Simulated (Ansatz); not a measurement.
**C3H6Si: basis-set convergence**

Aim: see how fast density functionals converge with the basis set for C3H6Si.

The runs use Ansatz 0.2.0, Gaussian basis; one geometry, several basis sets.

Plan: PBE0-D4/def2-SVP; ωB97M-V/def2-SVP; PBE0-D4/def2-QZVPP; ωB97M-V/def2-QZVPP; the functionals' def2-TZVPP values are taken from earlier runs.

### 1 The relaxed structure

An earlier PBE0-D4 in a triple-zeta def2 set relaxation fixed the geometry.

SMILES `[SiH3]C1=CC1`, 10 atoms, charge 0, spin multiplicity 1.

Atoms are counted from 1 here; the program's logs count them from 0.

Bond lengths: Si1–C2 1.833 Å, Si1–H5 1.485 Å, Si1–H6 1.486 Å, Si1–H7 1.486 Å, C2–C3 1.296 Å, C2–C4 1.523 Å, C3–C4 1.479 Å, C3–H8 1.078 Å, C4–H9 1.090 Å, C4–H10 1.090 Å. Angles: C2–Si1–H5 110.5°, C2–Si1–H6 109.3°, C2–Si1–H7 109.3°, H5–Si1–H6 109.6°, H5–Si1–H7 109.6°, H6–Si1–H7 108.6°, Si1–C2–C3 152.3°, Si1–C2–C4 145.0°, C3–C2–C4 62.7°, C2–C3–C4 66.2°, C2–C3–H8 147.8°, C4–C3–H8 146.0°, C2–C4–C3 51.1°, C2–C4–H9 119.0°, C2–C4–H10 119.0°, C3–C4–H9 119.9°, C3–C4–H10 119.9°, H9–C4–H10 113.9°.

### 2 PBE0-D4 in def2-SVP

in.yaml reads:

```yaml
crystal:
  periodic: [false, false, false]
  atoms:
    - {symbol: Si, position_ang: [-0.976381, 0.983637, -0.918358]}
    - {symbol: C, position_ang: [0.023983, -0.235175, 0.016319]}
    - {symbol: C, position_ang: [0.356269, -1.448448, 0.329252]}
    - {symbol: C, position_ang: [1.132104, -0.413561, 1.046172]}
    - {symbol: H, position_ang: [-1.944557, 0.290226, -1.805775]}
    - {symbol: H, position_ang: [-1.710982, 1.852497, 0.037506]}
    - {symbol: H, position_ang: [-0.074170, 1.835967, -1.735593]}
    - {symbol: H, position_ang: [0.195984, -2.504021, 0.184017]}
    - {symbol: H, position_ang: [0.918652, -0.203767, 2.094080]}
    - {symbol: H, position_ang: [2.162199, -0.208553, 0.755380]}
basis:
  gaussian: {orbitals: def2-SVP}
hamiltonian: {xc: pbe0, dispersion: d4}
output: {orbitals: {seedname: orbitals}}
```

Run with:

```
$ ansatz run in.yaml --threads 2 --pin off --events-out ev --progress --plain --max-ram 4352MiB
```

After this run come: ωB97M-V in def2-SVP; PBE0-D4 in def2-QZVPP; ωB97M-V in def2-QZVPP.

**Question.** What will the summary of the whole plan be? Wanted: PBE0-D4: double and triple zeta above quadruple; ωB97M-V: double and triple zeta above quadruple.

**Answer**, as computed:

| quantity | value |
| --- | --- |
| PBE0-D4: double and triple zeta above quadruple | 6.63, 0.44 eV |
| ωB97M-V: double and triple zeta above quadruple | 6.81, 0.41 eV |

In words: PBE0-D4 gains 6.19 eV from double to triple zeta, then 0.44 eV more. These are total energies; as a rule much of such shifts cancels in differences, which this series doesn't test.
